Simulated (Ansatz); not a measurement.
# NbTe (zincblende): equation of state and elastic constants

Aim: the bulk modulus of NbTe (zincblende) from energies at several volumes around the relaxed one, then the elastic tensor. The cell was built by placing the elements on the sites of a structure type; the runs don't test whether it is the stable form.

Program: Ansatz 0.2.0. Level of theory: DFT PBEsol, scalar-relativistic, plane waves, PAW. These are calculated values, not measurements.

### 1 The starting structure

Symmetry: F-43m, No. 216, cubic system. The conventional cell has a = 6.269 Å, b = 6.269 Å, c = 6.269 Å, α = 90.00°, β = 90.00°, γ = 90.00°. Around Nb (site symmetry -43m) lie 4 Te at 2.71 Å. Around Te (site symmetry -43m) lie 4 Nb at 2.71 Å.

Coordinates:

```cif
data_structure
_symmetry_space_group_name_H-M 'P 1'
_symmetry_Int_Tables_number 1
_cell_length_a 4.4325
_cell_length_b 4.4325
_cell_length_c 4.4325
_cell_angle_alpha 60.000
_cell_angle_beta 60.000
_cell_angle_gamma 60.000
_cell_volume 61.58
loop_
_atom_site_label
_atom_site_type_symbol
_atom_site_fract_x
_atom_site_fract_y
_atom_site_fract_z
_atom_site_occupancy
Nb1 Nb 0.00000 0.00000 0.00000 1
Te1 Te 0.25000 0.25000 0.25000 1
```

This cell comes from an earlier session at PBEsol: 30.790 Å³/atom at 0.00 GPa, on a 8×8×8 mesh.

Volume factors to run: 0.980, 1.020, 0.960, 1.040.

### 2 Volume × 0.980

input.yaml

```yaml
crystal:
  lattice:
    - [0.0, 3.1132405844, 3.1132405844]
    - [3.1132405844, 0.0, 3.1132405844]
    - [3.1132405844, 3.1132405844, 0.0]
  atoms:
    - { symbol: Nb, position: [0.0, 0.0, 0.0], spin: 1.49 }
    - { symbol: Te, position: [0.25, 0.25, 0.25] }
basis:
  ecutwfc: 420
  ecutrho_ratio: 4
kpoints:
  mp_grid: { grid: [8, 8, 8] }
hamiltonian:
  xc: pbesol
scf:
  occupations: { method: gaussian, width: 0.05 }
output:
  forces: true
  stress: true
  eigenvalues: true
  populations: true
magnetization:
  spin_polarized: true
```

The program printed (excerpt; [...] marks lines left out):

```text
Warning: RAYON_NUM_THREADS=4 ignored (pool sized by the plan → 4); use --threads N
[...]
Pseudopotentials: kind: paw
Pseudopotential: Nb, paw, valence charge 13, recommended cutoff 420 eV (normal), Nb.paw.azcp
Pseudopotential: Te, paw, valence charge 16, recommended cutoff 420 eV (normal), Te.paw.azcp
Functional definition: PBEsol
[...]
Crystal: 2 atoms, lattice volume = 60.349 Å³
Basis set: ecut = 420 eV, 1243 PW (Γ), exchange–correlation on 60×60×60 points (8 copies of the dense FFT grid, shifted against one another)
Bands: 20, of which v1, the nominal top of the filled ones, is band 15 counted from 1 (14 counted from 0)
Symmetry: 24 space group operations
Space group: F-43m (ITA 216), of the structure as read, at distance tolerance 3.9e-5 Å
Magnetic group: BNS 216.74 (UNI 1576), of the structure as read, at distance tolerance 3.9e-5 Å
k-points: 29 of 512 (time reversal used)
[...]
Starting moments: Σ|m| = 1.49 μB on 1 of 2 sites
[...]
SCF iter   1: F=—  HF=-11395.907677 eV  |F-HF|=—  |Δ(HF+E_count)|=         —  Δρ=2.06e-2 (↑2.06e-2 ↓1.81e-2)  dr2=1.14e0  dr2_m=2.38e-2  M=1.515 μB ∫|m|=1.553 μB  β_m=0.30  ethr=3.10e-3  ⟨swp⟩=6.0  Hψ=6203  notcnv=0
[...]
spin=Collinear: Kerker preconditioning applied to the charge; magnetization (m = ρ↑ − ρ↓) channel mixes plain (no charge-response kernel on spin).
[...]
SCF iter  11: F=-11395.677057 eV  HF=-11395.677057 eV  |F-HF|=6.02e-9  |Δ(HF+E_count)|=   3.63e-8  Δρ=1.79e-6 (↑1.79e-6 ↓1.53e-6)  dr2=1.28e-8  dr2_m=2.63e-11  M=1.988 μB ∫|m|=2.085 μB  ethr=8.85e-11  ⟨swp⟩=6.4  Hψ=4198  notcnv=0
[...]
SCF converged after 11 iterations
Magnetization: 1.9879 μB (15.4939 up, 13.5061 down)
Absolute magnetization: 2.0865 μB (∫|ρ↑−ρ↓|, with the PAW one-centre terms)
Spin contamination: 0.0156 ħ² per cell (⟨S²⟩ above its minimum at these occupations)
Per-site moments (μB) at R_I (Å): [(1.3205775128161819, 1.1121599916005338), (-0.01969816069676801, 1.1121599916005338)]
Free energy (F): -11395.677057 eV
[...]
E sigma→0 (E₀):  -11395.675286 eV
Entropy (-TS):   -0.003541 eV (-1.770 meV/atom)
Fermi energy:    10.049011 eV
[...]
--- Forces (eV/Å), atoms counted from 1 ---
  atom   1  Nb     0.00000000    -0.00000000     0.00000000
  atom   2  Te    -0.00000000     0.00000000    -0.00000000
[...]
--- Stress (GPa, compression-positive) ---
        1.420511       0.000000       0.000000
       -0.000000       1.420511      -0.000000
        0.000000      -0.000000       1.420511
  P = ⅓ Tr σ = 1.4205 GPa (14.205 kbar)
--- Band table (eV; the first three rows and the last of 58) ---
  k-point 0 ↑: bands = ["-45.3309", "-27.1749", "-27.1749", "-27.1749", "-27.1387", "-27.1387", "-21.5296", "-21.5296", "-21.5296", "-2.5032", "6.0540", "6.0540", "6.0540", "9.3822", "9.3822", "11.3637", "14.0337", "14.0337", "14.0337", "15.8379"]
[...]
--- Löwdin populations: 2 sites ---
  site symbol       q [e]    m [muB]
     0     Nb     13.0197     2.0500
     1     Te     15.8343    -0.1080
  spilling = 0.005038 (of n_electrons = 29.000000)
```

Run time: 5.8 s. Hardware: 4 threads of an Arm CPU, shared host; peak memory 0.41 GiB.

This gives: volume 30.174 Å³/atom, pressure 1.42 GPa, a metal on this mesh, moments in the atoms' spheres Nb 1.32 μB.

### 3 Scaling the volume by 1.020

input.yaml: that of step 2 with these lines changed.

```diff
@@ -2,5 +2,5 @@
   lattice:
-    - [0.0, 3.1132405844, 3.1132405844]
-    - [3.1132405844, 0.0, 3.1132405844]
-    - [3.1132405844, 3.1132405844, 0.0]
+    - [0.0, 3.1550340357, 3.1550340357]
+    - [3.1550340357, 0.0, 3.1550340357]
+    - [3.1550340357, 3.1550340357, 0.0]
   atoms:
```

The program printed:

```text
Warning: RAYON_NUM_THREADS=4 ignored (pool sized by the plan → 4); use --threads N
Engine: ansatz 0.2.0, aarch64-unknown-linux-gnu
[... 4 set-up lines as earlier in the session ...]
  exchange = pbesol_x
  correlation = pbesol_c
Crystal: 2 atoms, lattice volume = 62.812 Å³
Basis set: ecut = 420 eV, 1243 PW (Γ), exchange–correlation on 60×60×60 points (8 copies of the dense FFT grid, shifted against one another)
Bands: 20, of which v1, the nominal top of the filled ones, is band 15 counted from 1 (14 counted from 0)
[... 1 set-up line as earlier in the session ...]
Space group: F-43m (ITA 216), of the structure as read, at distance tolerance 4.0e-5 Å
Magnetic group: BNS 216.74 (UNI 1576), of the structure as read, at distance tolerance 4.0e-5 Å
k-points: 29 of 512 (time reversal used)
Non-local potential: Nb, projectors of the file, l = 0: 3, l = 1: 2, l = 2: 2, l = 3: 1
Non-local potential: Te, projectors of the file, l = 0: 2, l = 1: 2, l = 2: 2, l = 3: 2
PAW form: soft (Blöchl's): semilocal exchange-correlation on the pseudo side does not see the compensation charge
PAW frozen core: Nb, regenerated for the run's functional, and the local potential with it (the file was generated under x = pbe(κ = 0.804, μ = 0.2195149727645171), c = pbe(β = 0.06672455060314922))
PAW frozen core: Te, regenerated for the run's functional, and the local potential with it (the file was generated under x = pbe(κ = 0.804, μ = 0.2195149727645171), c = pbe(β = 0.06672455060314922))
PAW one-centre angular grid: Nb, 590 points (default); XC on 64 Gauss nodes
PAW one-centre angular grid: Te, 590 points (default); XC on 64 Gauss nodes
Initial density: superposition of atomic densities (chi_scale 0.1, normalization cell)
Starting moments: Σ|m| = 1.49 μB on 1 of 2 sites
Initial wavefunctions: pseudopotential atomic-orbital guess
Functional: x = pbesol(κ = 0.804, μ = 0.12345679012345678), c = pbesol(β = 0.046)
SCF iter   1: F=—  HF=-11395.869523 eV  |F-HF|=—  |Δ(HF+E_count)|=         —  Δρ=1.98e-2 (↑1.98e-2 ↓1.91e-2)  dr2=1.20e0  dr2_m=3.05e-2  M=1.623 μB ∫|m|=1.664 μB  β_m=0.30  ethr=3.10e-3  ⟨swp⟩=6.0  Hψ=6219  notcnv=0
Mixer restart at iter 1: flushing history
preconditioner: auto → Kerker (q_TF=auto, 2.399 Å⁻¹)  [metal: Δε(μ)=0.019 eV  Ē_g=7.443 eV  σ=0.050 eV  W_gap=0.20  n_scr=14 (ndim 8)  ℏωp=15.5 eV  f_vac=0.002  D(μ)=3.26/eV (n_scr^D=26)]
spin=Collinear: Kerker preconditioning applied to the charge; magnetization (m = ρ↑ − ρ↓) channel mixes plain (no charge-response kernel on spin).
SCF iter   2: F=—  HF=-11395.780035 eV  |F-HF|=—  |Δ(HF+E_count)|=   8.95e-2  Δρ=1.58e-2 (↑1.38e-2 ↓1.58e-2)  dr2=5.96e-1  dr2_m=2.81e-2  M=1.735 μB ∫|m|=1.786 μB  β_m=0.65  ethr=3.10e-3  ⟨swp⟩=2.0  Hψ=1854  notcnv=0  defer=26
preconditioner: auto → none  [insulator: Δε(μ)=0.056 eV  Ē_g=7.398 eV  σ=0.050 eV  W_gap=0.53  n_scr=14 (ndim 8)  ℏωp=15.5 eV  f_vac=0.003  D(μ)=2.80/eV (n_scr^D=26)  ε∞_Penn≈5.4]
SCF iter   3: F=—  HF=-11395.659681 eV  |F-HF|=—  |Δ(HF+E_count)|=   1.20e-1  Δρ=4.34e-3 (↑4.34e-3 ↓3.47e-3)  dr2=2.66e-3  dr2_m=7.53e-3  M=2.008 μB ∫|m|=2.100 μB  β_m=0.78  ethr=2.06e-3  ⟨swp⟩=2.4  Hψ=1828  notcnv=0  defer=54
SCF iter   4: F=—  HF=-11395.676922 eV  |F-HF|=—  |Δ(HF+E_count)|=   1.72e-2  Δρ=1.88e-3 (↑1.88e-3 ↓8.67e-4)  dr2=1.95e-3  dr2_m=9.91e-4  M=2.061 μB ∫|m|=2.165 μB  β_m=0.84  ethr=9.18e-6  ⟨swp⟩=2.0  Hψ=2586  notcnv=0  defer=56
SCF iter   5: F=—  HF=-11395.677403 eV  |F-HF|=—  |Δ(HF+E_count)|=         —  Δρ=4.76e-4 (↑3.15e-4 ↓4.76e-4)  dr2=2.26e-4  dr2_m=6.86e-5  M=2.077 μB ∫|m|=2.184 μB  β_m=0.84  ethr=6.71e-6  ⟨swp⟩=2.5  Hψ=2180  notcnv=0  defer=57
Mixer restart at iter 5: flushing history
SCF iter   6: F=—  HF=-11395.677688 eV  |F-HF|=—  |Δ(HF+E_count)|=   2.85e-4  Δρ=4.55e-4 (↑4.55e-4 ↓1.80e-4)  dr2=2.30e-4  dr2_m=4.03e-5  M=2.087 μB ∫|m|=2.196 μB  β_m=0.69  ethr=7.79e-7  ⟨swp⟩=2.1  Hψ=1983  notcnv=0  defer=57
SCF iter   7: F=—  HF=-11395.677624 eV  |F-HF|=—  |Δ(HF+E_count)|=   6.38e-5  Δρ=1.73e-4 (↑1.22e-4 ↓1.73e-4)  dr2=1.27e-5  dr2_m=1.11e-5  M=2.087 μB ∫|m|=2.196 μB  β_m=0.81  ethr=7.79e-7  ⟨swp⟩=2.1  Hψ=1696  notcnv=0  defer=57
SCF iter   8: F=—  HF=-11395.677648 eV  |F-HF|=—  |Δ(HF+E_count)|=   2.39e-5  Δρ=6.46e-5 (↑6.46e-5 ↓4.39e-5)  dr2=2.81e-6  dr2_m=1.33e-6  M=2.092 μB ∫|m|=2.202 μB  β_m=0.69  ethr=4.40e-8  ⟨swp⟩=2.1  Hψ=1746  notcnv=0  defer=57
SCF iter   9: F=—  HF=-11395.677648 eV  |F-HF|=—  |Δ(HF+E_count)|=   2.87e-7  Δρ=1.52e-5 (↑1.52e-5 ↓9.10e-6)  dr2=1.43e-7  dr2_m=7.32e-8  M=2.093 μB ∫|m|=2.204 μB  β_m=0.84  ethr=9.69e-9  ⟨swp⟩=2.0  Hψ=1970  notcnv=0  defer=57
SCF iter  10: F=—  HF=-11395.677648 eV  |F-HF|=—  |Δ(HF+E_count)|=   2.97e-7  Δρ=2.26e-6 (↑2.26e-6 ↓1.92e-6)  dr2=4.00e-10  dr2_m=2.41e-9  M=2.094 μB ∫|m|=2.204 μB  β_m=0.86  ethr=4.94e-10  ⟨swp⟩=2.1  Hψ=1657  notcnv=0  defer=57
SCF iter  11: F=-11395.677648 eV  HF=-11395.677648 eV  |F-HF|=1.23e-9  |Δ(HF+E_count)|=   6.22e-9  Δρ=6.40e-7 (↑5.77e-7 ↓6.40e-7)  dr2=1.55e-9  dr2_m=5.58e-11  M=2.094 μB ∫|m|=2.204 μB  ethr=1.38e-12  ⟨swp⟩=5.4  Hψ=4465  notcnv=0
SCF 1 converged in 11 iterations: F = -11395.677648 eV  dr2 = 1.55e-9
SCF converged after 11 iterations
Magnetization: 2.0938 μB (15.5469 up, 13.4531 down)
Absolute magnetization: 2.2062 μB (∫|ρ↑−ρ↓|, with the PAW one-centre terms)
Spin contamination: 0.0168 ħ² per cell (⟨S²⟩ above its minimum at these occupations)
Per-site moments (μB) at R_I (Å): [(1.4080622850234874, 1.127090095197305), (-0.02725765983131569, 1.127090095197305)]
Free energy (F): -11395.677648 eV
Harris-Foulkes:  -11395.677648 eV  (|F-HF|=1.23e-9)
Internal energy: -11395.674052 eV  (E = F + TS)
E sigma→0 (E₀):  -11395.675850 eV
Entropy (-TS):   -0.003596 eV (-1.798 meV/atom)
Fermi energy:    9.492678 eV
--- Per-component energies (eV) ---
  E_band       = -440.495152
  E_kinetic    = 574.356389
  E_local      = -2541.187699  (includes V_loc(G=0)·N_el)
  E_nonlocal   = -182.333245
  E_hartree    = 1257.144770
  E_xc         = -295.601694
  E_vxc        = -313.830034  (∫ρ·V_xc dr)
  E_paw        = -7604.645279  (= ΣΔE_a)
  E_vpaw       = -491.790299  (= ΣTr[D̂ρ^β])
  E_aug_tail   = -0.000173  (compensation charges beyond the density's cutoff)
  E_ewald      = -2603.970645
  E_core_change = 0.563524  (= ΣΔE_core)
  E_smearing   = -0.003596  (= −TS)
  E_closure    = 0.000000  (closes the sum)
  Σ components = -11395.677648   (vs F -11395.677648, Δ=0.00e0)
--- Forces (eV/Å), atoms counted from 1 ---
  atom   1  Nb     0.00000000    -0.00000000     0.00000000
  atom   2  Te    -0.00000000     0.00000000    -0.00000000
  max |Σ_I F_I| component: 1.51e-16 eV/Å
--- Stress (GPa, compression-positive) ---
       -1.196944       0.000000       0.000000
        0.000000      -1.196944      -0.000000
        0.000000      -0.000000      -1.196944
  P = ⅓ Tr σ = -1.1969 GPa (-11.969 kbar)
--- Band table (eV; the first three rows and the last of 58) ---
  k-point 0 ↑: bands = ["-45.9398", "-27.6741", "-27.6741", "-27.6741", "-27.6431", "-27.6431", "-22.1301", "-22.1301", "-22.1301", "-2.8926", "5.6201", "5.6201", "5.6201", "8.8404", "8.8404", "10.6758", "13.2759", "13.2759", "13.2759", "15.1059"]
  k-point 1 ↑: bands = ["-45.9397", "-27.6737", "-27.6737", "-27.6726", "-27.6431", "-27.6431", "-22.1363", "-22.1312", "-22.1312", "-2.8095", "5.4084", "5.6673", "5.6673", "8.8033", "8.8033", "11.0739", "12.5608", "13.0729", "13.0729", "14.9108"]
  k-point 2 ↑: bands = ["-45.9395", "-27.6728", "-27.6728", "-27.6689", "-27.6431", "-27.6431", "-22.1511", "-22.1338", "-22.1338", "-2.6007", "5.0112", "5.7702", "5.7702", "8.7966", "8.7966", "10.8618", "12.2005", "12.4669", "12.4669", "14.8937"]
  k-point 28 ↓: bands = ["-44.9692", "-27.6764", "-27.6756", "-27.6701", "-27.6548", "-27.6541", "-21.0643", "-21.0441", "-21.0411", "-2.0210", "5.5288", "5.5941", "6.5997", "8.9456", "9.9653", "10.8449", "11.1670", "12.1675", "15.8716", "16.4428"]
--- Löwdin populations: 2 sites ---
  site symbol       q [e]    m [muB]
     0     Nb     12.9693     2.1607
     1     Te     15.8841    -0.1165
  spilling = 0.005054 (of n_electrons = 29.000000)
```

It took 5.8 s on 4 threads of an Arm CPU, shared host; peak memory 0.41 GiB.

Read off: volume 31.406 Å³/atom, pressure -1.20 GPa, metallic, moments in the atoms' spheres Nb 1.41 μB.

### 4 At 0.960 of the relaxed volume

input.yaml

```yaml
crystal:
  lattice:
    - [0.0, 3.0919163496, 3.0919163496]
    - [3.0919163496, 0.0, 3.0919163496]
    - [3.0919163496, 3.0919163496, 0.0]
  atoms:
    - { symbol: Nb, position: [0.0, 0.0, 0.0], spin: 1.45 }
    - { symbol: Te, position: [0.25, 0.25, 0.25] }
basis:
  ecutwfc: 420
  ecutrho_ratio: 4
kpoints:
  mp_grid: { grid: [8, 8, 8] }
hamiltonian:
  xc: pbesol
scf:
  occupations: { method: gaussian, width: 0.05 }
output:
  forces: true
  stress: true
  eigenvalues: true
  populations: true
magnetization:
  spin_polarized: true
```

The program printed:

```text
Warning: RAYON_NUM_THREADS=4 ignored (pool sized by the plan → 4); use --threads N
[... 7 set-up lines as earlier in the session ...]
Crystal: 2 atoms, lattice volume = 59.117 Å³
Basis set: ecut = 420 eV, 1139 PW (Γ), exchange–correlation on 60×60×60 points (8 copies of the dense FFT grid, shifted against one another)
Bands: 20, of which v1, the nominal top of the filled ones, is band 15 counted from 1 (14 counted from 0)
[... 2 set-up lines as earlier in the session ...]
Magnetic group: BNS 216.74 (UNI 1576), of the structure as read, at distance tolerance 3.9e-5 Å
k-points: 29 of 512 (time reversal used)
[... 8 set-up lines as earlier in the session ...]
Starting moments: Σ|m| = 1.45 μB on 1 of 2 sites
[... 2 set-up lines as earlier in the session ...]
SCF iter   1: F=—  HF=-11395.909908 eV  |F-HF|=—  |Δ(HF+E_count)|=         —  Δρ=2.10e-2 (↑2.10e-2 ↓1.77e-2)  dr2=1.12e0  dr2_m=2.02e-2  M=1.425 μB ∫|m|=1.459 μB  β_m=0.30  ethr=3.10e-3  ⟨swp⟩=6.0  Hψ=6254  notcnv=0
Mixer restart at iter 1: flushing history
preconditioner: auto → Kerker (q_TF=auto, 2.423 Å⁻¹)  [metal: Δε(μ)=0.025 eV  Ē_g=7.718 eV  σ=0.050 eV  W_gap=0.26  n_scr=14 (ndim 8)  ℏωp=16.0 eV  f_vac=0.000  D(μ)=3.30/eV (n_scr^D=26)]
spin=Collinear: Kerker preconditioning applied to the charge; magnetization (m = ρ↑ − ρ↓) channel mixes plain (no charge-response kernel on spin).
SCF iter   2: F=—  HF=-11395.780683 eV  |F-HF|=—  |Δ(HF+E_count)|=         —  Δρ=1.48e-2 (↑1.43e-2 ↓1.48e-2)  dr2=5.56e-1  dr2_m=1.68e-2  M=1.539 μB ∫|m|=1.581 μB  β_m=0.30  ethr=3.10e-3  ⟨swp⟩=2.0  Hψ=1855  notcnv=0  defer=20
Mixer restart at iter 2: flushing history
SCF iter   3: F=—  HF=-11395.709214 eV  |F-HF|=—  |Δ(HF+E_count)|=   7.15e-2  Δρ=1.22e-2 (↑1.03e-2 ↓1.22e-2)  dr2=2.75e-1  dr2_m=1.68e-2  M=1.623 μB ∫|m|=1.672 μB  β_m=0.65  ethr=1.92e-3  ⟨swp⟩=2.0  Hψ=1386  notcnv=0  defer=51
SCF iter   4: F=—  HF=-11395.650536 eV  |F-HF|=—  |Δ(HF+E_count)|=   5.87e-2  Δρ=4.36e-3 (↑4.36e-3 ↓2.64e-3)  dr2=1.09e-2  dr2_m=4.75e-3  M=1.835 μB ∫|m|=1.914 μB  β_m=0.82  ethr=9.47e-4  ⟨swp⟩=2.4  Hψ=1859  notcnv=0  defer=51
SCF iter   5: F=—  HF=-11395.659704 eV  |F-HF|=—  |Δ(HF+E_count)|=   9.17e-3  Δρ=1.82e-3 (↑1.82e-3 ↓1.35e-3)  dr2=1.40e-3  dr2_m=1.19e-3  M=1.918 μB ∫|m|=2.002 μB  β_m=0.91  ethr=3.76e-5  ⟨swp⟩=2.1  Hψ=2425  notcnv=0  defer=56
SCF iter   6: F=—  HF=-11395.659726 eV  |F-HF|=—  |Δ(HF+E_count)|=   2.20e-5  Δρ=3.05e-4 (↑3.05e-4 ↓2.62e-4)  dr2=2.66e-4  dr2_m=4.95e-6  M=1.968 μB ∫|m|=2.058 μB  β_m=0.95  ethr=4.84e-6  ⟨swp⟩=2.0  Hψ=1858  notcnv=0  defer=56
SCF iter   7: F=—  HF=-11395.659922 eV  |F-HF|=—  |Δ(HF+E_count)|=   1.96e-4  Δρ=1.15e-4 (↑1.15e-4 ↓1.04e-4)  dr2=2.72e-5  dr2_m=1.55e-6  M=1.971 μB ∫|m|=2.061 μB  β_m=0.97  ethr=9.18e-7  ⟨swp⟩=2.2  Hψ=1944  notcnv=0  defer=56
SCF iter   8: F=—  HF=-11395.659934 eV  |F-HF|=—  |Δ(HF+E_count)|=   1.26e-5  Δρ=4.12e-5 (↑4.06e-5 ↓4.12e-5)  dr2=7.22e-6  dr2_m=2.05e-8  M=1.970 μB ∫|m|=2.061 μB  β_m=0.97  ethr=9.37e-8  ⟨swp⟩=2.0  Hψ=1815  notcnv=0  defer=56
SCF iter   9: F=—  HF=-11395.659936 eV  |F-HF|=—  |Δ(HF+E_count)|=   1.67e-6  Δρ=3.17e-5 (↑2.25e-5 ↓3.17e-5)  dr2=5.70e-7  dr2_m=3.36e-7  M=1.971 μB ∫|m|=2.061 μB  β_m=0.98  ethr=2.49e-8  ⟨swp⟩=2.0  Hψ=1927  notcnv=0  defer=56
SCF iter  10: F=—  HF=-11395.659936 eV  |F-HF|=—  |Δ(HF+E_count)|=   3.97e-7  Δρ=5.18e-6 (↑4.59e-6 ↓5.18e-6)  dr2=4.66e-8  dr2_m=4.42e-9  M=1.970 μB ∫|m|=2.061 μB  β_m=0.99  ethr=1.97e-9  ⟨swp⟩=2.0  Hψ=1690  notcnv=0  defer=56
SCF iter  11: F=—  HF=-11395.659936 eV  |F-HF|=—  |Δ(HF+E_count)|=   5.11e-8  Δρ=2.24e-6 (↑2.24e-6 ↓1.31e-6)  dr2=1.05e-8  dr2_m=6.08e-10  M=1.970 μB ∫|m|=2.061 μB  β_m=1.00  ethr=1.61e-10  ⟨swp⟩=2.2  Hψ=1595  notcnv=0  defer=56
SCF iter  12: F=-11395.659936 eV  HF=-11395.659936 eV  |F-HF|=6.51e-10  |Δ(HF+E_count)|=   1.09e-9  Δρ=1.58e-6 (↑1.58e-6 ↓7.55e-7)  dr2=1.89e-9  dr2_m=6.11e-10  M=1.970 μB ∫|m|=2.061 μB  ethr=3.61e-11  ⟨swp⟩=6.2  Hψ=4053  notcnv=0
SCF 1 converged in 12 iterations: F = -11395.659936 eV  dr2 = 1.89e-9
SCF converged after 12 iterations
Magnetization: 1.9702 μB (15.4851 up, 13.5149 down)
Absolute magnetization: 2.0629 μB (∫|ρ↑−ρ↓|, with the PAW one-centre terms)
Spin contamination: 0.0150 ħ² per cell (⟨S²⟩ above its minimum at these occupations)
Per-site moments (μB) at R_I (Å): [(1.2960435189458708, 1.1045422183661446), (-0.015744492438087555, 1.1045422183661446)]
Free energy (F): -11395.659936 eV
Harris-Foulkes:  -11395.659936 eV  (|F-HF|=6.51e-10)
Internal energy: -11395.656279 eV  (E = F + TS)
E sigma→0 (E₀):  -11395.658108 eV
Entropy (-TS):   -0.003657 eV (-1.829 meV/atom)
Fermi energy:    10.346812 eV
--- Per-component energies (eV) ---
  E_band       = -417.884170
  E_kinetic    = 576.847080
  E_local      = -2459.279089  (includes V_loc(G=0)·N_el)
  E_nonlocal   = -182.178287
  E_hartree    = 1226.940386
  E_xc         = -296.677741
  E_vxc        = -315.249149  (∫ρ·V_xc dr)
  E_paw        = -7604.744474  (= ΣΔE_a)
  E_vpaw       = -491.904519  (= ΣTr[D̂ρ^β])
  E_aug_tail   = -0.000161  (compensation charges beyond the density's cutoff)
  E_ewald      = -2657.127517
  E_core_change = 0.563524  (= ΣΔE_core)
  E_smearing   = -0.003657  (= −TS)
  E_closure    = 0.000000  (closes the sum)
  Σ components = -11395.659936   (vs F -11395.659936, Δ=0.00e0)
--- Forces (eV/Å), atoms counted from 1 ---
  atom   1  Nb     0.00000000    -0.00000000    -0.00000000
  atom   2  Te    -0.00000000     0.00000000     0.00000000
  max |Σ_I F_I| component: 2.00e-16 eV/Å
--- Stress (GPa, compression-positive) ---
        3.055680       0.000000       0.000000
        0.000000       3.055680      -0.000000
        0.000000      -0.000000       3.055680
  P = ⅓ Tr σ = 3.0557 GPa (30.557 kbar)
--- Band table (eV; the first three rows and the last of 58) ---
  k-point 0 ↑: bands = ["-45.0109", "-26.9087", "-26.9087", "-26.9087", "-26.8693", "-26.8693", "-21.2154", "-21.2154", "-21.2154", "-2.2964", "6.2817", "6.2817", "6.2817", "9.6645", "9.6645", "11.7196", "14.4279", "14.4279", "14.4279", "16.2271"]
  k-point 1 ↑: bands = ["-45.0108", "-26.9082", "-26.9082", "-26.9066", "-26.8693", "-26.8693", "-21.2239", "-21.2168", "-21.2168", "-2.2021", "6.0645", "6.3344", "6.3344", "9.6205", "9.6205", "12.1395", "13.6631", "14.2398", "14.2398", "15.9625"]
  k-point 2 ↑: bands = ["-45.0104", "-26.9069", "-26.9069", "-26.9014", "-26.8693", "-26.8693", "-21.2443", "-21.2204", "-21.2204", "-1.9650", "5.6578", "6.4486", "6.4486", "9.6091", "9.6091", "11.8556", "13.3006", "13.5946", "13.5946", "15.8935"]
  k-point 28 ↓: bands = ["-44.0971", "-26.9055", "-26.9046", "-26.8965", "-26.8782", "-26.8772", "-20.2305", "-20.2025", "-20.1986", "-1.2931", "6.1511", "6.2932", "7.3687", "9.5891", "10.7260", "11.6318", "12.0207", "13.0956", "16.9675", "17.5774"]
--- Löwdin populations: 2 sites ---
  site symbol       q [e]    m [muB]
     0     Nb     13.0434     2.0273
     1     Te     15.8102    -0.1033
  spilling = 0.005045 (of n_electrons = 29.000000)
```

Run time: 5.2 s. Hardware: 4 threads of an Arm CPU, shared host; peak memory 0.4 GiB.

This gives: volume 29.559 Å³/atom, pressure 3.06 GPa, a metal on this mesh, moments in the atoms' spheres Nb 1.30 μB.

[end of part 1 of 2]
